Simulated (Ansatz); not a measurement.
# SiH4O (silanol) at wB97X/STO-3G

Aim: the electronic atomisation energy of SiH4O (silanol) at wB97X/STO-3G, from 4 runs. 

Program for the calculation: Ansatz 0.2.0.

47 further runs of the same task are left out: 47 set aside as unsound or not needed.

## 1. Starting point

SiH4O: 6 atoms, total charge 0, spin state singlet. As SMILES, `O[SiH3]`. The coordinates come from a PBE0-D4/def2-TZVP relaxation.

Bond lengths: O1–Si2 1.648 Å, O1–H3 0.957 Å, Si2–H4 1.489 Å, Si2–H5 1.481 Å, Si2–H6 1.489 Å. Angles: O1–Si2–H4 111.7°, O1–Si2–H5 105.9°, O1–Si2–H6 111.7°, Si2–O1–H3 117.9°, H4–Si2–H5 109.9°, H4–Si2–H6 107.9°, H5–Si2–H6 109.9°.

## 2. The energy at wB97X/STO-3G

The input, job.yaml:

```yaml
crystal:
  periodic: [false, false, false]
  atoms:
    - {symbol: O, position_ang: [0.636700, -1.030300, 0.419000]}
    - {symbol: Si, position_ang: [-0.035700, 0.346500, -0.187000]}
    - {symbol: H, position_ang: [0.069100, -1.629200, 0.904700]}
    - {symbol: H, position_ang: [-1.128300, 0.045700, -1.152800]}
    - {symbol: H, position_ang: [1.060500, 1.064900, -0.875600]}
    - {symbol: H, position_ang: [-0.602300, 1.202400, 0.891700]}
basis:
  gaussian: {orbitals: STO-3G}
hamiltonian: {xc: {name: wB97X}}
accuracy: high
```

On the command line:

```console
$ ansatz run job.yaml --threads 1 --pin off --max-ram 2610MiB --events-out events.jsonl --progress --plain --runs-dir runs
```

Log:

```text
Warning: RAYON_NUM_THREADS=1 ignored (pool sized by the plan → 1); use --threads N
Functional definition: wB97X
  name "wB97X"
  parameter omega = 0.3/bohr
  parameter cx = 0.157706
  parameter cx1 = 0.726479
  parameter cx2 = 1.04760
  parameter cx3 = -5.70635
  parameter cx4 = 13.2794
  parameter css1 = -4.33879
  parameter css2 = 18.2308
  parameter css3 = -31.7430
  parameter css4 = 17.2901
  parameter cos1 = 2.37031
  parameter cos2 = -11.3995
  parameter cos3 = 6.58405
  parameter cos4 = -3.78132
  exchange = spin_sum(e_x_unif_sr(omega)*poly(b97_u_x, 1 - cx, cx1, cx2, cx3, cx4)) + cx*exact_x_sr(omega)
      + exact_x_lr(omega)
  correlation = spin_sum(e_c_pw_same_spin*poly(b97_u_same, 1, css1, css2, css3, css4))
      + integral(e_c_pw_opposite_spin*poly(b97_u_opposite, 1, cos1, cos2, cos3, cos4))
314 factors; integrals over basis functions are off by at most 3.0e-8 eV
143 factors; integrals over basis functions are off by at most 9.4e-10 eV
mean field evaluation 1: about -9867.2886 eV, gradient 2.0e1 eV
mean field evaluation 2: about -9868.4479 eV, gradient 1.1e1 eV
mean field evaluation 4: about -9868.7691 eV, gradient 2.2e-1 eV
mean field evaluation 8: about -9868.7301 eV, gradient 5.0e-4 eV
mean field evaluation 16: about -9868.7301 eV, gradient 2.5e-8 eV
mean field -9868.73011141 eV, -362.6691423287 hartree, gradient 2.5e-8 eV, S^2 0.000000; 0 other end points of the search recorded, 0 dependent functions left out
reference -9868.73010969 eV, -362.6691422656 hartree; 13, 13 occupied and 5, 5 virtual orbitals, 314 factors
Total energy: -9868.73010969 eV, -362.6691422656 hartree
```

It took 4.2 s on 1 thread of Arm Neoverse V2, shared host; peak memory 0.24 GiB.

## 3. The H atom at the same level

The input, run.yaml:

```yaml
crystal:
  periodic: [false, false, false]
  atoms:
    - symbol: H
      position_ang: [0.000000, 0.000000, 0.000000]
basis:
  gaussian: {orbitals: STO-3G}
accuracy: high
hamiltonian: {xc: {name: wB97X}}
magnetization: {spin_polarized: true, initial_magnetization: 1}
```

Run the same way, it converges to -0.46692 Eh (log not shown).

## 4. The O atom

The input, in.yaml:

```yaml
basis:
  gaussian:
    orbitals: STO-3G
crystal:
  periodic: [false, false, false]
  atoms:
    - symbol: O
      position_ang: [0.000000, 0.000000, 0.000000]
magnetization:
  spin_polarized: true
  initial_magnetization: 2
hamiltonian:
  xc: {name: wB97X}
accuracy: high
```

Run the same way, it converges to -74.03628 Eh (log not shown).

## 5. The Si atom

The input, input.yaml:

```yaml
crystal:
  periodic: [false, false, false]
  atoms:
    - {symbol: Si, position_ang: [0.000000, 0.000000, 0.000000]}
basis:
  gaussian:
    orbitals: STO-3G
magnetization:
  spin_polarized: true
  initial_magnetization: 2
hamiltonian:
  xc: {name: wB97X}
accuracy: high
```

On the command line:

```console
$ ansatz run input.yaml --threads 1 --pin off --max-ram 2610MiB --events-out events.jsonl --progress --plain --runs-dir runs
```

Log (excerpt; [...] marks lines left out):

```text
Warning: RAYON_NUM_THREADS=1 ignored (pool sized by the plan → 1); use --threads N
Functional definition: wB97X
  name "wB97X"
[...]
      + exact_x_lr(omega)
[...]
      + integral(e_c_pw_opposite_spin*poly(b97_u_opposite, 1, cos1, cos2, cos3, cos4))
42 factors; integrals over basis functions are off by at most 2.5e-9 eV
29 factors; integrals over basis functions are off by at most 4.1e-10 eV
[...]
mean field -7780.64291389 eV, -285.9333531761 hartree, gradient 3.1e-9 eV, S^2 2.000001; 0 other end points of the search recorded, 0 dependent functions left out
reference -7780.64291330 eV, -285.9333531547 hartree; 8, 6 occupied and 1, 3 virtual orbitals, 42 factors
Total energy: -7780.64291330 eV, -285.9333531547 hartree
```

Run time: 1.5 s. Hardware: 1 thread of Arm Neoverse V2, shared host; peak memory 0.18 GiB.

## 6. Results

At wB97X/STO-3G:

```
                     quantity          value
       molecule: total energy  -362.66914 Eh
         H atom: total energy    -0.46692 Eh
                 H atom: ⟨S²⟩          0.750
         O atom: total energy   -74.03628 Eh
                 O atom: ⟨S²⟩          2.000
        Si atom: total energy  -285.93335 Eh
                Si atom: ⟨S²⟩          2.000
electronic atomisation energy      22.635 eV
```

**Reading.** Taking the molecule apart into free atoms costs 22.64 eV (2184 kJ/mol), before zero-point energy and without spin-orbit coupling. In a minimal basis such a difference can be off by several eV, whatever the method.
